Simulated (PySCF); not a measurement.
# C2H5IO: NMR shieldings, spin-spin couplings, relativistic core levels, part 1 of 2

What do calculations give for the NMR shieldings, spin-spin couplings, relativistic core levels of C2H5IO (`COCI`)?

Computed with PySCF 2.14.0 and routines of our own; the level stands in each step. Atoms count from 0.

## (1) The starting structure

9 atoms, charge 0, multiplicity 1; geometry from: GFN2-xTB.

## (2) Geometry optimisation at PBE0-D3(BJ)/def2-SVP

The job: settings as JSON, then the geometry in Å.

```
{"job": {"xc": "PBE0", "basis": "def2-SVP", "d3": "d3bj", "grid": 1, "maxiter": 30, "shake": 0.01, "kind": "geom"}, "charge": 0, "multiplicity": 1}
C     -1.142730     0.309250    -0.023860
O     -0.137590    -0.207860    -0.826440
C      0.971900    -0.550550    -0.158750
I      2.199110     1.194950     0.539070
H     -2.011480     0.502450    -0.699290
H     -1.454400    -0.354110     0.767030
H     -0.838560     1.282070     0.419930
H      0.818760    -1.117230     0.755810
H      1.652790    -1.076120    -0.807230
```

Command:

```bash
> OMP_NUM_THREADS=1 python heavy_run.py task.json out
```

The driver reads the jobs from task.json and runs them one after another.

What it wrote:

```text
step   0  E = -451.85042872  max force = 0.027686
step   1  E = -451.85223331  max force = 0.008638
step   2  E = -451.85243087  max force = 0.001871
step   3  E = -451.85245114  max force = 0.000334
step   4  E = -451.85245429  max force = 0.000319
optimisation converged
```

Wall time 19 s (1 thread of Intel Xeon Platinum 8375C at 2.90GHz, shared host); peak memory 0.39 GiB.

Along the way:

| step | energy from step 0 (eV) | largest force component (eV/Å) |
| --- | --- | --- |
| 0 | 0.0000 | 1.4237 |
| 1 | -0.0491 | 0.4442 |
| 2 | -0.0545 | 0.0962 |
| 3 | -0.0550 | 0.0172 |
| 4 | -0.0551 | 0.0164 |

Close pairs (by a distance rule), those that changed most:

| bond | before (Å) | after (Å) | change (Å) |
| --- | --- | --- | --- |
| C0–H5 | 1.078 | 1.105 | +0.027 |
| C0–H4 | 1.117 | 1.097 | -0.020 |
| C2–H8 | 1.077 | 1.095 | +0.018 |
| C0–O1 | 1.386 | 1.404 | +0.017 |
| C2–H7 | 1.087 | 1.102 | +0.016 |
| C2–I3 | 2.245 | 2.235 | -0.010 |
| C0–H6 | 1.112 | 1.105 | -0.007 |
| O1–C2 | 1.339 | 1.346 | +0.006 |

The next job starts from the end point, and lists it.

| at the end point | value |
| --- | --- |
| point group (found at 0.08 Å tolerance) | C1 |
| rotational constants (GHz, main isotopes) | 12.982, 1.741, 1.604 |
| dipole moment (D) | 2.40 |

## (3) NMR shieldings: PBE0/pcJ-1 I:dyall-v2z, spin–orbit

The job: settings as JSON, then the geometry in Å.

```
{"job": {"kind": "hnmr", "xc": "PBE0", "basis": {"default": "pcJ-1", "I": "dyall-v2z"}, "rel": "so"}, "charge": 0, "multiplicity": 1}
C     -1.253029     0.345534     0.008505
O     -0.177873    -0.188561    -0.719106
C      0.961970    -0.376540    -0.028508
I      2.032000     1.516193     0.490233
H     -2.128330     0.343822    -0.652531
H     -1.470348    -0.259590     0.907438
H     -1.033882     1.381539     0.323332
H      0.825149    -0.847333     0.958761
H      1.686860    -0.914210    -0.648297
```

Method: PBE0/pcJ-1 I:dyall-v2z GIAO NMR shielding, X2C with spin-orbit coupling, screened-nuclear two-electron part, Gaussian nuclei, gas phase.

What it wrote:

```text
spin-free SCF
coarse grid: 35928 points
cycle   1  E = -7269.6277525422  dE =  1.220e-02  |g| = 5.418e-01  |ddm| = 2.330e+00
cycle   2  E = -7269.5732693104  dE =  5.448e-02  |g| = 7.615e-01  |ddm| = 8.606e-01
cycle   3  E = -7269.6735543768  dE = -1.003e-01  |g| = 8.505e-02  |ddm| = 5.165e-01
cycle   4  E = -7269.6745133089  dE = -9.589e-04  |g| = 5.158e-02  |ddm| = 1.294e-01
cycle   5  E = -7269.6749370348  dE = -4.237e-04  |g| = 9.782e-03  |ddm| = 5.522e-02
cycle   6  E = -7269.6749539396  dE = -1.690e-05  |g| = 4.289e-03  |ddm| = 1.153e-02
cycle   7  E = -7269.6749580624  dE = -4.123e-06  |g| = 4.825e-04  |ddm| = 4.168e-03
final grid: 74528 points
cycle   8  E = -7269.6756802780  dE = -3.728e-06  |g| = 3.491e-03  |ddm| = 1.579e-03
cycle   9  E = -7269.6756799752  dE =  3.028e-07  |g| = 1.446e-03  |ddm| = 2.199e-03
cycle  10  E = -7269.6756797873  dE =  1.879e-07  |g| = 1.715e-03  |ddm| = 2.963e-03
cycle  11  E = -7269.6756804344  dE = -6.471e-07  |g| = 6.719e-05  |ddm| = 1.590e-03
cycle  12  E = -7269.6756804350  dE = -6.394e-10  |g| = 8.241e-06  |ddm| = 4.418e-05
converged SCF energy = -7269.6756804350
two-component SCF
cycle   1  E = -7268.7427632192  dE = -7.269e+03  |FDS-SDF| = 1.219e+02
cycle   2  E = -7270.9098884021  dE = -2.167e+00  |FDS-SDF| = 3.992e-01
cycle   3  E = -7270.9107717862  dE = -8.834e-04  |FDS-SDF| = 1.523e-02
cycle   4  E = -7270.9108381917  dE = -6.641e-05  |FDS-SDF| = 8.128e-03
cycle   5  E = -7270.9108494626  dE = -1.127e-05  |FDS-SDF| = 2.427e-03
cycle   6  E = -7270.9108549494  dE = -5.487e-06  |FDS-SDF| = 1.222e-03
cycle   7  E = -7270.9108557481  dE = -7.987e-07  |FDS-SDF| = 6.020e-04
cycle   8  E = -7270.9108558724  dE = -1.243e-07  |FDS-SDF| = 1.031e-04
cycle   9  E = -7270.9108558749  dE = -2.460e-09  |FDS-SDF| = 4.050e-05
converged, E = -7270.9108558749

Field gradients (au) and densities at the nuclei (bohr^-3)
atom        Vxx        Vyy        Vzz        centre      nuclear mean
  0 C     -0.1902    -0.2245     0.4147        125.754        125.751
  1 O     -0.2128    -1.6506     1.8634        310.903        310.893
  2 C      0.0295     0.3484    -0.3779        125.857        125.855
  3 I     -4.8422    -5.5480    10.3902     246057.910     238251.945
  4 H     -0.1289    -0.1525     0.2814          0.478          0.478
  5 H     -0.1190    -0.1489     0.2679          0.476          0.476
  6 H     -0.1191    -0.1447     0.2637          0.473          0.473
  7 H     -0.1229    -0.1443     0.2671          0.475          0.475
  8 H     -0.1322    -0.1481     0.2803          0.477          0.477
without picture change
  3 I                           11.2745                    537969.443

Core orbital energies (eV)
atom   shell        mean    spread
  3 I  1s       -33018.234   0.000
  3 I  2s        -5125.594   0.000
  3 I  3s        -1044.590   0.000
  3 I  4s         -187.040   0.000
  3 I  5s          -18.836   0.000
  3 I  2p1/2     -4805.416   0.000
  3 I  2p3/2     -4507.228   0.031
  3 I  3p1/2      -912.078   0.000
  3 I  3p3/2      -855.379   0.091
  3 I  4p1/2      -140.226   0.000
  3 I  4p3/2      -129.136   0.227
  3 I  3d3/2      -622.652   0.091
  3 I  3d5/2      -610.889   0.118
  3 I  4d3/2       -53.440   0.278
  3 I  4d5/2       -51.680   0.371

Shielding tensors (ppm)
atom      isotropic    diamagn.    paramagn.     s11        s22        s33       span
  0 C       125.61      245.88     -120.27      92.50     102.51     181.81      89.31
  1 O       268.05      391.96     -123.91     174.06     286.98     343.09     169.03
  2 C       126.31      244.33     -118.02      72.14     110.30     196.50     124.36
  3 I      5204.58     5086.84      117.74    4046.75    5196.39    6370.60    2323.85
  4 H        27.90       28.39       -0.48      23.91      25.52      34.28      10.36
  5 H        28.81       29.01       -0.19      25.19      26.04      35.21      10.02
  6 H        28.11       28.43       -0.32      24.04      27.86      32.42       8.38
  7 H        26.15       28.66       -2.51      16.64      27.45      34.37      17.74
  8 H        25.25       28.12       -2.86      16.56      26.74      32.46      15.90
```

It took 1.7 min on 1 thread of Intel Xeon Platinum 8375C at 2.90GHz, shared host; peak memory 1.4 GiB.

Key values:

| quantity | value |
| --- | --- |
| energy from spin-orbit coupling | -1.2352 Eh |

## (4) Spin-spin couplings: PBE0/pcJ-1 I:dyall-v2z, spin–orbit

Settings changed since step 3:

```diff
@@ -1,2 +1,2 @@
-{"job": {"kind": "hnmr", "xc": "PBE0", "basis": {"default": "pcJ-1", "I": "dyall-v2z"}, "rel": "so"}, "charge": 0, "multiplicity": 1}
+{"job": {"kind": "hj", "xc": "PBE0", "basis": {"default": "pcJ-1", "I": "dyall-v2z"}, "rel": "so", "atoms": [3]}, "charge": 0, "multiplicity": 1}
 C     -1.253029     0.345534     0.008505
```

Level: PBE0/pcJ-1 I:dyall-v2z indirect spin-spin coupling, X2C with spin-orbit coupling, screened-nuclear two-electron part, Gaussian nuclei, gas phase.

What it wrote:

```text
spin-free SCF
coarse grid: 35928 points
cycle   1  E = -7269.6277525422  dE =  1.220e-02  |g| = 5.418e-01  |ddm| = 2.330e+00
cycle   2  E = -7269.5732693104  dE =  5.448e-02  |g| = 7.615e-01  |ddm| = 8.606e-01
cycle   3  E = -7269.6735543768  dE = -1.003e-01  |g| = 8.505e-02  |ddm| = 5.165e-01
cycle   4  E = -7269.6745133089  dE = -9.589e-04  |g| = 5.158e-02  |ddm| = 1.294e-01
cycle   5  E = -7269.6749370348  dE = -4.237e-04  |g| = 9.782e-03  |ddm| = 5.522e-02
cycle   6  E = -7269.6749539396  dE = -1.690e-05  |g| = 4.289e-03  |ddm| = 1.153e-02
cycle   7  E = -7269.6749580624  dE = -4.123e-06  |g| = 4.825e-04  |ddm| = 4.168e-03
final grid: 74528 points
cycle   8  E = -7269.6756802780  dE = -3.728e-06  |g| = 3.491e-03  |ddm| = 1.579e-03
cycle   9  E = -7269.6756799752  dE =  3.028e-07  |g| = 1.446e-03  |ddm| = 2.199e-03
cycle  10  E = -7269.6756797873  dE =  1.879e-07  |g| = 1.715e-03  |ddm| = 2.963e-03
cycle  11  E = -7269.6756804344  dE = -6.471e-07  |g| = 6.719e-05  |ddm| = 1.590e-03
cycle  12  E = -7269.6756804350  dE = -6.394e-10  |g| = 8.241e-06  |ddm| = 4.418e-05
converged SCF energy = -7269.6756804350
two-component SCF
cycle   1  E = -7268.7427632192  dE = -7.269e+03  |FDS-SDF| = 1.219e+02
cycle   2  E = -7270.9098884021  dE = -2.167e+00  |FDS-SDF| = 3.992e-01
cycle   3  E = -7270.9107717862  dE = -8.834e-04  |FDS-SDF| = 1.523e-02
cycle   4  E = -7270.9108381917  dE = -6.641e-05  |FDS-SDF| = 8.128e-03
cycle   5  E = -7270.9108494626  dE = -1.127e-05  |FDS-SDF| = 2.427e-03
cycle   6  E = -7270.9108549494  dE = -5.487e-06  |FDS-SDF| = 1.222e-03
cycle   7  E = -7270.9108557481  dE = -7.987e-07  |FDS-SDF| = 6.020e-04
cycle   8  E = -7270.9108558724  dE = -1.243e-07  |FDS-SDF| = 1.031e-04
cycle   9  E = -7270.9108558749  dE = -2.460e-09  |FDS-SDF| = 4.050e-05
converged, E = -7270.9108558749

Indirect spin-spin couplings
  i        j     bonds      J/Hz   K/1e19 T2/J   anisotropy/Hz
  3 127I    0  13C    3        3.14        5.17         7.8
  3 127I    1  17O    2      -30.89       94.13       -33.9
  3 127I    2  13C    1      -69.84     -114.75        79.0
  3 127I    4   1H    4        0.39        0.16        -2.2
  3 127I    5   1H    4        3.20        1.32         7.5
  3 127I    6   1H    4        0.38        0.16        12.6
  3 127I    7   1H    2       28.37       11.72        33.3
  3 127I    8   1H    2       20.98        8.67       -24.7
```

Run time: 80 s. Hardware: 1 thread of Intel Xeon Platinum 8375C at 2.90GHz, shared host; peak memory 1 GiB.

Key values:

| quantity | value |
| --- | --- |
| energy from spin-orbit coupling | -1.2352 Eh |

## (5) Relativistic core levels: PBE0/pcJ-1 I:dyall-v2z, spin–orbit

Settings changed since step 4:

```diff
@@ -1,2 +1,2 @@
-{"job": {"kind": "hj", "xc": "PBE0", "basis": {"default": "pcJ-1", "I": "dyall-v2z"}, "rel": "so", "atoms": [3]}, "charge": 0, "multiplicity": 1}
+{"job": {"kind": "hxps", "xc": "PBE0", "basis": {"default": "pcJ-1", "I": "dyall-v2z"}, "rel": "so", "holes": [[3, "3d"], [3, "4d"]]}, "charge": 0, "multiplicity": 1}
 C     -1.253029     0.345534     0.008505
```

With the program's defaults for keys left out, this is: PBE0/pcJ-1 I:dyall-v2z core ionisation, delta-SCF with one localised hole, X2C with spin-orbit coupling, screened-nuclear two-electron part, Gaussian nuclei, gas phase.

What it wrote:

```text
spin-free SCF
coarse grid: 35928 points
cycle   1  E = -7269.6277525422  dE =  1.220e-02  |g| = 5.418e-01  |ddm| = 2.330e+00
cycle   2  E = -7269.5732693104  dE =  5.448e-02  |g| = 7.615e-01  |ddm| = 8.606e-01
cycle   3  E = -7269.6735543768  dE = -1.003e-01  |g| = 8.505e-02  |ddm| = 5.165e-01
cycle   4  E = -7269.6745133089  dE = -9.589e-04  |g| = 5.158e-02  |ddm| = 1.294e-01
cycle   5  E = -7269.6749370348  dE = -4.237e-04  |g| = 9.782e-03  |ddm| = 5.522e-02
cycle   6  E = -7269.6749539396  dE = -1.690e-05  |g| = 4.289e-03  |ddm| = 1.153e-02
cycle   7  E = -7269.6749580624  dE = -4.123e-06  |g| = 4.825e-04  |ddm| = 4.168e-03
final grid: 74528 points
cycle   8  E = -7269.6756802780  dE = -3.728e-06  |g| = 3.491e-03  |ddm| = 1.579e-03
cycle   9  E = -7269.6756799752  dE =  3.028e-07  |g| = 1.446e-03  |ddm| = 2.199e-03
cycle  10  E = -7269.6756797873  dE =  1.879e-07  |g| = 1.715e-03  |ddm| = 2.963e-03
cycle  11  E = -7269.6756804344  dE = -6.471e-07  |g| = 6.719e-05  |ddm| = 1.590e-03
cycle  12  E = -7269.6756804350  dE = -6.394e-10  |g| = 8.241e-06  |ddm| = 4.418e-05
converged SCF energy = -7269.6756804350
two-component SCF
cycle   1  E = -7268.7427632192  dE = -7.269e+03  |FDS-SDF| = 1.219e+02
cycle   2  E = -7270.9098884021  dE = -2.167e+00  |FDS-SDF| = 3.992e-01
cycle   3  E = -7270.9107717862  dE = -8.834e-04  |FDS-SDF| = 1.523e-02
cycle   4  E = -7270.9108381917  dE = -6.641e-05  |FDS-SDF| = 8.128e-03
cycle   5  E = -7270.9108494626  dE = -1.127e-05  |FDS-SDF| = 2.427e-03
cycle   6  E = -7270.9108549494  dE = -5.487e-06  |FDS-SDF| = 1.222e-03
cycle   7  E = -7270.9108557481  dE = -7.987e-07  |FDS-SDF| = 6.020e-04
cycle   8  E = -7270.9108558724  dE = -1.243e-07  |FDS-SDF| = 1.031e-04
cycle   9  E = -7270.9108558749  dE = -2.460e-09  |FDS-SDF| = 4.050e-05
converged, E = -7270.9108558749

Field gradients (au) and densities at the nuclei (bohr^-3)
atom        Vxx        Vyy        Vzz        centre      nuclear mean
  0 C     -0.1902    -0.2245     0.4147        125.754        125.751
  1 O     -0.2128    -1.6506     1.8634        310.903        310.893
  2 C      0.0295     0.3484    -0.3779        125.857        125.855
  3 I     -4.8422    -5.5480    10.3902     246057.910     238251.945
  4 H     -0.1289    -0.1525     0.2814          0.478          0.478
  5 H     -0.1190    -0.1489     0.2679          0.476          0.476
  6 H     -0.1191    -0.1447     0.2637          0.473          0.473
  7 H     -0.1229    -0.1443     0.2671          0.475          0.475
  8 H     -0.1322    -0.1481     0.2803          0.477          0.477
without picture change
  3 I                           11.2745                    537969.443

Core orbital energies (eV)
atom   shell        mean    spread
  3 I  1s       -33018.234   0.000
  3 I  2s        -5125.594   0.000
  3 I  3s        -1044.590   0.000
  3 I  4s         -187.040   0.000
  3 I  5s          -18.836   0.000
  3 I  2p1/2     -4805.416   0.000
  3 I  2p3/2     -4507.228   0.031
  3 I  3p1/2      -912.078   0.000
  3 I  3p3/2      -855.379   0.091
  3 I  4p1/2      -140.226   0.000
  3 I  4p3/2      -129.136   0.227
  3 I  3d3/2      -622.652   0.091
  3 I  3d5/2      -610.889   0.118
  3 I  4d3/2       -53.440   0.278
  3 I  4d5/2       -51.680   0.371

hole in 3d5/2 of atom 3
cycle   1  E = -7247.3030153661  dE = -7.247e+03  |FDS-SDF| = 4.793e+00
cycle   2  E = -7247.5556278353  dE = -2.526e-01  |FDS-SDF| = 3.498e+00
cycle   3  E = -7247.9959322588  dE = -4.403e-01  |FDS-SDF| = 2.579e-01
cycle   4  E = -7247.9976559372  dE = -1.724e-03  |FDS-SDF| = 2.310e-01
cycle   5  E = -7248.0069490691  dE = -9.293e-03  |FDS-SDF| = 2.283e-02
cycle   6  E = -7248.0070180977  dE = -6.903e-05  |FDS-SDF| = 6.471e-03
cycle   7  E = -7248.0070291111  dE = -1.101e-05  |FDS-SDF| = 1.341e-03
cycle   8  E = -7248.0070295355  dE = -4.244e-07  |FDS-SDF| = 3.346e-04
cycle   9  E = -7248.0070295745  dE = -3.895e-08  |FDS-SDF| = 1.211e-04
converged, E = -7248.0070295745
hole in 4d5/2 of atom 3
cycle   1  E = -7268.6486325982  dE = -7.269e+03  |FDS-SDF| = 1.266e+00
cycle   2  E = -7268.7334546548  dE = -8.482e-02  |FDS-SDF| = 1.283e+00
cycle   3  E = -7268.8579773050  dE = -1.245e-01  |FDS-SDF| = 1.594e-01
cycle   4  E = -7268.8603815793  dE = -2.404e-03  |FDS-SDF| = 9.701e-02
cycle   5  E = -7268.8619963976  dE = -1.615e-03  |FDS-SDF| = 9.214e-03
cycle   6  E = -7268.8620124475  dE = -1.605e-05  |FDS-SDF| = 3.674e-03
cycle   7  E = -7268.8620161654  dE = -3.718e-06  |FDS-SDF| = 9.553e-04
cycle   8  E = -7268.8620167316  dE = -5.662e-07  |FDS-SDF| = 3.274e-04
cycle   9  E = -7268.8620168439  dE = -1.122e-07  |FDS-SDF| = 1.919e-04
cycle  10  E = -7268.8620168893  dE = -4.543e-08  |FDS-SDF| = 7.417e-05
converged, E = -7268.8620168893

Core binding energies (eV)
atom   line    delta-SCF   -orbital   splitting
  3 I  3d5/2     623.216     610.89    11.763
  3 I  4d5/2      55.674      51.68      1.76
```

It took 90 s on 1 thread of Intel Xeon Platinum 8375C at 2.90GHz, shared host; peak memory 1.2 GiB.

Key values:

| quantity | value |
| --- | --- |
| energy from spin-orbit coupling | -1.2352 Eh |

## (6) NMR shieldings: PBE0/pcJ-1 I:dyall-v2z, non-relativistic

Settings changed since step 5:

```diff
@@ -1,2 +1,2 @@
-{"job": {"kind": "hxps", "xc": "PBE0", "basis": {"default": "pcJ-1", "I": "dyall-v2z"}, "rel": "so", "holes": [[3, "3d"], [3, "4d"]]}, "charge": 0, "multiplicity": 1}
+{"job": {"kind": "hnmr", "xc": "PBE0", "basis": {"default": "pcJ-1", "I": "dyall-v2z"}, "rel": "nr"}, "charge": 0, "multiplicity": 1}
 C     -1.253029     0.345534     0.008505
```

With the program's defaults for keys left out, this is: PBE0/pcJ-1 I:dyall-v2z GIAO NMR shielding, non-relativistic, Gaussian nuclei, gas phase.

What it wrote:

```text
non-relativistic SCF
coarse grid: 35928 points
cycle   1  E = -7074.1525925948  dE = -2.448e+02  |g| = 8.519e+00  |ddm| = 3.280e+00
cycle   2  E = -7074.1925448490  dE = -3.995e-02  |g| = 2.409e+00  |ddm| = 1.232e+00
cycle   3  E = -7074.2202447277  dE = -2.770e-02  |g| = 1.291e+00  |ddm| = 1.490e+00
cycle   4  E = -7074.3768431577  dE = -1.566e-01  |g| = 4.215e-01  |ddm| = 1.003e+00
cycle   5  E = -7074.4073714873  dE = -3.053e-02  |g| = 7.779e-02  |ddm| = 3.630e-01
cycle   6  E = -7074.4083351748  dE = -9.637e-04  |g| = 2.009e-02  |ddm| = 7.320e-02
cycle   7  E = -7074.4084211981  dE = -8.602e-05  |g| = 8.203e-03  |ddm| = 2.285e-02
cycle   8  E = -7074.4084346637  dE = -1.347e-05  |g| = 1.023e-03  |ddm| = 8.652e-03
cycle   9  E = -7074.4084349409  dE = -2.771e-07  |g| = 2.906e-04  |ddm| = 1.981e-03
final grid: 74528 points
cycle  10  E = -7074.4086082421  dE = -1.767e-08  |g| = 5.619e-04  |ddm| = 1.078e-03
cycle  11  E = -7074.4086081875  dE =  5.455e-08  |g| = 6.904e-04  |ddm| = 1.090e-03
cycle  12  E = -7074.4086082807  dE = -9.319e-08  |g| = 1.320e-04  |ddm| = 7.406e-04
cycle  13  E = -7074.4086082835  dE = -2.769e-09  |g| = 6.024e-05  |ddm| = 1.277e-04
converged SCF energy = -7074.4086082835
check of the scalar solution
cycle   1  E = -7074.4086082835  dE = -7.074e+03  |FDS-SDF| = 6.024e-05
cycle   2  E = -7074.4086082833  dE =  1.874e-10  |FDS-SDF| = 6.817e-05
converged, E = -7074.4086082833

Field gradients (au) and densities at the nuclei (bohr^-3)
atom        Vxx        Vyy        Vzz        centre      nuclear mean
  0 C     -0.1905    -0.2249     0.4155        125.181        125.179
  1 O     -0.2103    -1.6581     1.8684        308.322        308.309
  2 C      0.0255     0.3550    -0.3805        125.281        125.279
  3 I     -4.1316    -4.7427     8.8743     104143.509     103767.253
  4 H     -0.1290    -0.1525     0.2815          0.478          0.478
  5 H     -0.1190    -0.1490     0.2680          0.476          0.476
  6 H     -0.1189    -0.1448     0.2637          0.473          0.473
  7 H     -0.1229    -0.1439     0.2668          0.475          0.475
  8 H     -0.1322    -0.1478     0.2800          0.477          0.477

Core orbital energies (eV)
atom   shell        mean    spread
  3 I  1s       -31741.242   0.000
  3 I  2s        -4805.731   0.000
  3 I  3s         -977.185   0.000
  3 I  4s         -173.549   0.000
  3 I  5s          -17.624   0.000
  3 I  2p        -4513.489   0.048
  3 I  3p         -853.849   0.138
  3 I  4p         -129.807   0.348
  3 I  3d         -625.327   0.127
  3 I  4d          -54.914   0.401

Shielding tensors (ppm)
atom      isotropic    diamagn.    paramagn.     s11        s22        s33       span
  0 C       126.11      246.74     -120.63      91.22     105.94     181.17      89.95
  1 O       266.31      394.07     -127.76     178.39     282.08     338.46     160.06
  2 C       102.50      244.79     -142.29      37.28     110.66     159.56     122.28
  3 I      3936.42     5504.10    -1567.68    2683.22    3767.86    5358.19    2674.97
  4 H        27.75       28.38       -0.63      23.62      25.46      34.17      10.55
  5 H        28.69       28.99       -0.30      25.17      25.89      35.01       9.84
  6 H        27.60       28.52       -0.91      22.79      28.03      31.99       9.20
  7 H        25.96       28.53       -2.57      16.83      26.46      34.60      17.77
  8 H        25.21       27.98       -2.77      16.78      26.14      32.72      15.94
```

Wall time 32 s (1 thread of Intel Xeon Platinum 8375C at 2.90GHz, shared host); peak memory 1.2 GiB.

(Continued in part 2 of 2.)
